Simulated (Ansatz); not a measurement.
# LaAu3: the cost of one run

Method: DFT, HSE06, no spin polarisation, plane waves, PAW, in Ansatz 0.2.0.

## Step 1: Geometry

The structure is orthorhombic, space group Pmmn (No. 59). The conventional cell has a = 5.003 Å, b = 6.444 Å, c = 5.106 Å, α = 90.00°, β = 90.00°, γ = 90.00°. La (site symmetry mm2) has 12 Au at 2.96 to 3.22 Å as nearest neighbours. Au (site symmetry mm2) is surrounded by 4 La at 2.96 to 3.22 Å and 8 Au at 3.02 to 3.13 Å. Around Au (site symmetry m) lie 8 Au at 2.96 to 3.22 Å and 4 La at 3.02 to 3.13 Å.

Its coordinates follow in the input file.

## Step 2: The calculation

The input, input.yaml:

```yaml
crystal:
  lattice:
    - [6.444476, 0.0, 0.0]
    - [0.0, 5.002856, 0.0]
    - [0.0, 0.0, 5.105613]
  atoms:
    - { symbol: La, position: [0.0, 0.0, 0.655] }
    - { symbol: La, position: [0.5, 0.5, 0.345] }
    - { symbol: Au, position: [0.0, 0.5, 0.345] }
    - { symbol: Au, position: [0.5, 0.0, 0.655] }
    - { symbol: Au, position: [0.25, 0.0, 0.155] }
    - { symbol: Au, position: [0.75, 0.0, 0.155] }
    - { symbol: Au, position: [0.75, 0.5, 0.845] }
    - { symbol: Au, position: [0.25, 0.5, 0.845] }
  symmetry: { tolerance: 0.0003 }
kpoints:
  mp_grid: { grid: [2, 2, 2], shift: [0, 0, 0] }
magnetization:
  spin_polarized: false
scf:
  occupations: { method: fermi_dirac }
hamiltonian:
  pseudopotentials: { kind: paw }
  xc: hse06
basis:
  ecutwfc: 420
  fft_grid_basis: typed
output:
  forces: true
  stress: true
  eigenvalues: true
  bader: true
  populations: true
  elf: true
  write_potential: true
  volumetric_format: npy
  dos:
    e_range: [-12, 8]
    de: 0.05
    projected: { site_lists: { Au: [Au], La: [La] } }
    method: { smearing: { sigma: 0.1, scheme: gaussian } }
  write_density: true
```

Run with:

```
$ ansatz run input.yaml --threads 2 --pin off --max-ram 5120MiB --backend cpu --events-out ev --progress --plain --runs-dir out
```

**Question.** How long does this run take on 2 threads of Arm Neoverse V2, shared host, and how much memory does it need?

About 1.7 min, with a peak of 1.6 GiB.
